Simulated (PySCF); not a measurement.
**P²⁺: dipole response in dyall-av3z**

Aim: the static polarisability and the C₆ coefficient of P²⁺, method by method.

The numbers are computed with PySCF 2.14.0 (unrestricted determinants in a Gaussian basis, no spin-orbit coupling in the energies), except any that are marked as measured or tabulated.

### Step 1. The atom as given

| Quantity | Value |
| --- | --- |
| Element | phosphorus (Z = 15) |
| Basis | dyall-av3z |
| Hamiltonian | the spin-free X2C one-electron Hamiltonian (Gaussian nucleus) |
| State 1 | P²⁺: [Ne] 3s2 3p1, 2P determinant |
| Methods | UHF, PBE, PBE0, B3LYP, LC-wPBE |

The outer shells:

P2+ [Ne] 3s2 3p1
```
[Ne] core
3s [↑↓]
3p [↑ ][  ][  ]
```

One driver process ran all states and methods and kept the integrals in memory. Each run is shown as a PySCF script that sums up its settings (the driver passes frozen orbitals as a list and adds second-order terms of double hybrids); the logs are those of the runs themselves. The driver starts from symmetry-adapted Hartree-Fock orbitals, holds the occupation by maximum overlap and uses a logarithmic radial grid for functionals, so a plain start would take other cycles.

The integrals over 84 functions and the set-up took 0.22 s of CPU time.

### Step 2. P²⁺

**UHF**

Contents of input.py:

```python
from pyscf import gto, scf, dft, mp, cc
import basis_set_exchange as bse
mol = gto.M(atom="P 0 0 0", charge=2, spin=1, symmetry="D2h",
            basis=gto.basis.parse(bse.get_basis("dyall-av3z", elements=["P"], fmt="nwchem")),
            nucmod="G")
mf = scf.UHF(mol).sfx2c1e()
mf.irrep_nelec = {'Ag': (3, 3), 'B1u': (1, 1), 'B2u': (2, 1), 'B3u': (1, 1)}
mf.kernel()
```

Standard output:

```text
damping factor = 0
level_shift factor = 0
DIIS = <class 'pyscf.scf.diis.CDIIS'>
diis_start_cycle = 1
diis_space = 10
diis_damp = 0
SCF conv_tol = 1e-09
SCF conv_tol_grad = None
number electrons alpha = 7  beta = 6
cycle= 1 E= -340.468307778576  delta_E= -0.00452  |g|= 0.0267  |ddm|= 0.0531
cycle= 2 E= -340.468994088556  delta_E= -0.000686  |g|= 0.0107  |ddm|= 0.0206
cycle= 3 E= -340.469124931126  delta_E= -0.000131  |g|= 0.000427  |ddm|= 0.0137
cycle= 4 E= -340.469125102251  delta_E= -1.71e-07  |g|= 6.03e-05  |ddm|= 0.000641
cycle= 5 E= -340.469125104751  delta_E= -2.5e-09  |g|= 1.61e-05  |ddm|= 9.66e-05
cycle= 6 E= -340.469125104964  delta_E= -2.13e-10  |g|= 2.31e-06  |ddm|= 3.56e-05
converged SCF energy = -340.469125104964  <S^2> = 0.76271296  2S+1 = 2.0126728
```

It used 9.8 s of CPU time after the integrals (shared host).

The occupied shells:

```
shell  electrons  mean orbital energy (eV)  spread (eV)  rms radius (bohr)
 1s α          1                   -2206.9            0              0.120
 1s β          1                   -2206.6            0              0.120
 2s α          1                   -229.52            0              0.559
 2s β          1                   -229.23            0              0.559
 2p α          3                   -171.07        0.553              0.539
 2p β          3                   -170.54        0.647              0.539
 3s α          1                   -40.158            0               1.89
 3s β          1                   -37.176            0               1.89
 3p α          1                   -29.965            0               2.13
```

⟨S²⟩ = 0.763, ⟨L²⟩ = 2.04.

The driver then solved the coupled dipole response at imaginary frequencies: mean α = 9.480 bohr³ (xx, yy, zz: 9.703, 9.034, 9.703), C₆ = 34.66 au for a like pair.

**PBE**

input.py differs from the last one in:

```diff
@@ -5,3 +5,3 @@
             nucmod="G")
-mf = scf.UHF(mol).sfx2c1e()
+mf = dft.UKS(mol, xc="PBE").sfx2c1e()
 mf.irrep_nelec = {'Ag': (3, 3), 'B1u': (1, 1), 'B2u': (2, 1), 'B3u': (1, 1)}
```

Standard output:

```text
damping factor = 0
level_shift factor = 0
DIIS = <class 'pyscf.scf.diis.CDIIS'>
diis_start_cycle = 1
diis_space = 10
diis_damp = 0
SCF conv_tol = 1e-09
SCF conv_tol_grad = None
number electrons alpha = 7  beta = 6
XC functionals = PBE
    J. P. Perdew, K. Burke, and M. Ernzerhof.,  Phys. Rev. Lett. 77, 3865 (1996)
    J. P. Perdew, K. Burke, and M. Ernzerhof.,  Phys. Rev. Lett. 78, 1396 (1997)
    J. P. Perdew, K. Burke, and M. Ernzerhof.,  Phys. Rev. Lett. 77, 3865 (1996)
    J. P. Perdew, K. Burke, and M. Ernzerhof.,  Phys. Rev. Lett. 78, 1396 (1997)
cycle= 1 E= -340.830414056035  delta_E= -0.0103  |g|= 0.0177  |ddm|= 0.124
cycle= 2 E= -340.830478690956  delta_E= -6.46e-05  |g|= 0.00731  |ddm|= 0.0102
cycle= 3 E= -340.830483303741  delta_E= -4.61e-06  |g|= 0.000851  |ddm|= 0.00153
cycle= 4 E= -340.830483564831  delta_E= -2.61e-07  |g|= 7.13e-05  |ddm|= 0.000603
cycle= 5 E= -340.83048356884  delta_E= -4.01e-09  |g|= 1.26e-05  |ddm|= 9.8e-05
cycle= 6 E= -340.830483568874  delta_E= -3.35e-11  |g|= 6.25e-07  |ddm|= 1.06e-05
converged SCF energy = -340.830483568874  <S^2> = 0.75357448  2S+1 = 2.0035713
```

CPU time 6.2 s on a shared host, the integrals not counted.

The driver then solved the coupled dipole response at imaginary frequencies: mean α = 9.111 bohr³ (xx, yy, zz: 9.266, 8.802, 9.266), C₆ = 32.67 au for a like pair.

**PBE0**

input.py differs from the last one in:

```diff
@@ -5,3 +5,3 @@
             nucmod="G")
-mf = dft.UKS(mol, xc="PBE").sfx2c1e()
+mf = dft.UKS(mol, xc="PBE0").sfx2c1e()
 mf.irrep_nelec = {'Ag': (3, 3), 'B1u': (1, 1), 'B2u': (2, 1), 'B3u': (1, 1)}
```

Standard output:

```text
damping factor = 0
level_shift factor = 0
DIIS = <class 'pyscf.scf.diis.CDIIS'>
diis_start_cycle = 1
diis_space = 10
diis_damp = 0
SCF conv_tol = 1e-09
SCF conv_tol_grad = None
number electrons alpha = 7  beta = 6
XC functionals = PBE0
    C. Adamo and V. Barone.,  J. Chem. Phys. 110, 6158 (1999)
    M. Ernzerhof and G. E. Scuseria.,  J. Chem. Phys. 110, 5029 (1999)
cycle= 1 E= -340.855564416675  delta_E= -0.00666  |g|= 0.0145  |ddm|= 0.101
cycle= 2 E= -340.855681768926  delta_E= -0.000117  |g|= 0.00382  |ddm|= 0.0107
cycle= 3 E= -340.855688630269  delta_E= -6.86e-06  |g|= 0.00125  |ddm|= 0.00251
cycle= 4 E= -340.855689178493  delta_E= -5.48e-07  |g|= 9.05e-05  |ddm|= 0.000798
cycle= 5 E= -340.855689184757  delta_E= -6.26e-09  |g|= 1.77e-06  |ddm|= 0.000102
cycle= 6 E= -340.855689184759  delta_E= -1.82e-12  |g|= 1.78e-07  |ddm|= 3.18e-06
converged SCF energy = -340.855689184759  <S^2> = 0.75494717  2S+1 = 2.0049411
```

CPU time 13 s on a shared host, the integrals not counted.

The driver then solved the coupled dipole response at imaginary frequencies: mean α = 9.180 bohr³ (xx, yy, zz: 9.365, 8.810, 9.365), C₆ = 33.05 au for a like pair.

**B3LYP**

input.py differs from the last one in:

```diff
@@ -5,3 +5,3 @@
             nucmod="G")
-mf = dft.UKS(mol, xc="PBE0").sfx2c1e()
+mf = dft.UKS(mol, xc="B3LYP").sfx2c1e()
 mf.irrep_nelec = {'Ag': (3, 3), 'B1u': (1, 1), 'B2u': (2, 1), 'B3u': (1, 1)}
```

Standard output:

```text
damping factor = 0
level_shift factor = 0
DIIS = <class 'pyscf.scf.diis.CDIIS'>
diis_start_cycle = 1
diis_space = 10
diis_damp = 0
SCF conv_tol = 1e-09
SCF conv_tol_grad = None
number electrons alpha = 7  beta = 6
XC functionals = B3LYP
    P. J. Stephens, F. J. Devlin, C. F. Chabalowski, and M. J. Frisch.,  J. Phys. Chem. 98, 11623 (1994)
cycle= 1 E= -341.011382164522  delta_E= -0.00881  |g|= 0.0119  |ddm|= 0.0956
cycle= 2 E= -341.011448494982  delta_E= -6.63e-05  |g|= 0.00186  |ddm|= 0.0093
cycle= 3 E= -341.011451292325  delta_E= -2.8e-06  |g|= 0.000486  |ddm|= 0.00178
cycle= 4 E= -341.011451367473  delta_E= -7.51e-08  |g|= 0.000112  |ddm|= 0.000276
cycle= 5 E= -341.011451370468  delta_E= -2.99e-09  |g|= 4.15e-06  |ddm|= 6.94e-05
cycle= 6 E= -341.011451370471  delta_E= -2.9e-12  |g|= 4.81e-07  |ddm|= 3.14e-06
converged SCF energy = -341.011451370471  <S^2> = 0.75371251  2S+1 = 2.0037091
```

CPU time 11 s on a shared host, the integrals not counted.

The driver then solved the coupled dipole response at imaginary frequencies: mean α = 9.066 bohr³ (xx, yy, zz: 9.217, 8.765, 9.217), C₆ = 32.44 au for a like pair.

**LC-wPBE**

input.py differs from the last one in:

```diff
@@ -5,3 +5,3 @@
             nucmod="G")
-mf = dft.UKS(mol, xc="B3LYP").sfx2c1e()
+mf = dft.UKS(mol, xc="LC_WPBE").sfx2c1e()
 mf.irrep_nelec = {'Ag': (3, 3), 'B1u': (1, 1), 'B2u': (2, 1), 'B3u': (1, 1)}
```

Standard output:

```text
damping factor = 0
level_shift factor = 0
DIIS = <class 'pyscf.scf.diis.CDIIS'>
diis_start_cycle = 1
diis_space = 10
diis_damp = 0
SCF conv_tol = 1e-09
SCF conv_tol_grad = None
number electrons alpha = 7  beta = 6
XC functionals = LC_WPBE
    O. A. Vydrov and G. E. Scuseria.,  J. Chem. Phys. 125, 234109 (2006)
cycle= 1 E= -340.874382325554  delta_E= -0.0106  |g|= 0.0248  |ddm|= 0.115
cycle= 2 E= -340.874697059028  delta_E= -0.000315  |g|= 0.00845  |ddm|= 0.0192
cycle= 3 E= -340.874733235808  delta_E= -3.62e-05  |g|= 0.00304  |ddm|= 0.00501
cycle= 4 E= -340.874739794307  delta_E= -6.56e-06  |g|= 0.000388  |ddm|= 0.0028
cycle= 5 E= -340.874739641935  delta_E= 1.52e-07  |g|= 2.43e-05  |ddm|= 0.000497
cycle= 6 E= -340.874739642285  delta_E= -3.49e-10  |g|= 2.59e-06  |ddm|= 4.21e-05
converged SCF energy = -340.874739642285  <S^2> = 0.75561585  2S+1 = 2.005608
```

CPU time 14 s on a shared host, the integrals not counted.

The driver then solved the coupled dipole response at imaginary frequencies: mean α = 9.189 bohr³ (xx, yy, zz: 9.387, 8.792, 9.387), C₆ = 33.00 au for a like pair.

Radial density 4πr²ρ of P²⁺ at UHF:

```
r (bohr)   density  spin density
 0.00175    0.0924         0.000
 0.00294     0.245         0.000
 0.00494     0.633         0.000
 0.00831      1.58         0.000
  0.0140      3.69         0.000
  0.0235      7.73         0.000
  0.0396      13.4         0.001
  0.0665      17.1         0.008
   0.112      14.1         0.034
   0.188      10.8         0.095
   0.317      15.4         0.128
   0.533      12.3         0.015
   0.896      3.15         0.114
    1.51      2.05         0.576
    2.53     0.793         0.316
    4.26    0.0296         0.017
    7.17  4.66e-05         0.000
```

### Step 3. Polarisabilities and C₆

P²⁺, in atomic units:

```
 method  mean α  C₆ (like pair)  S(−4)
    UHF   9.480           34.66  39.09
    PBE   9.111           32.67  35.14
   PBE0   9.180           33.05  35.74
  B3LYP   9.066           32.44  34.71
LC-wPBE   9.189           33.00  36.26
```

α(iu) at LC-wPBE:

```
u (hartree)  α(iu) (bohr³)
          0          9.189
     0.0500          9.099
      0.100          8.842
      0.200          7.953
      0.300          6.832
      0.500          4.747
      0.750          3.013
       1.00          2.016
       1.50          1.064
       2.00         0.6587
       3.00         0.3331
       5.00         0.1432
```

### Step 4. Outcome

```
quantity                               value
α of P²⁺  9.066 (B3LYP) to 9.480 (UHF) bohr³
```

What this shows: A single London oscillator with the computed α and C₆ of P²⁺ at UHF would have ω = 4 C₆ / (3 α²) = 0.514 hartree. The basis is finite, and no extrapolation was made.
